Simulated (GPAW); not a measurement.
## HfIn4SiO6 in GPAW: the effect of functional

The system is HfIn4SiO6.

```xyz
12
Lattice="5.6987 0.0038 0.0156 -0.7051 6.1082 -0.0057 -2.7372 -1.3956 6.6308" Properties=species:S:1:pos:R:3 pbc="T T T"
Hf    0.2972   -0.0900    0.8831
In   -0.4860    5.0863    4.8335
In    2.9601   -0.6377    3.2997
In   -0.4663    2.2403    3.5350
In    2.4974    2.6606    1.3677
Si    2.2933    1.4988    5.6832
O     0.7088    1.2617    5.2639
O     3.2588    1.4387    4.3619
O     5.4139    1.6003    0.0368
O     2.4594    2.8937    6.5395
O    -0.6297   -0.1526    2.6118
O     2.1007    0.3624    1.4524
```

The cell was built by a generator and needn't be a form met in nature.

Alike in all runs:

```yaml
Program: GPAW 26.7.0
Task: band structure
Cutoff: 800 eV
Basis: pw
k_mesh: 4 × 3 × 3
Occupations: fermi-dirac, width 0.05 eV
Spin: no spin polarisation
```

```tsv
functional	potentials or basis	gap on the mesh (eV)	pressure (GPa)	largest force (eV/Å)
PBE	GPAW PAW data sets (gpaw-data 1.2.1)	0.88	0.6	0.37
LDA	the program's PAW data sets (release 1.2.1) made for this functional	?	?	?
r2SCAN	GPAW PAW data sets (gpaw-data 1.2.1)	1.07	-2.7	0.32
```

Task: What does the run with functional LDA give?

Result: gap on the mesh 0.86 eV; pressure -5.5 GPa; largest force 0.54 eV/Å.

Caveats: spin-orbit coupling is left out, which moves the levels of the heavy elements; the PAW data sets were made with another functional, which shifts forces and pressure a little (some runs).

A k mesh can miss the band edges.
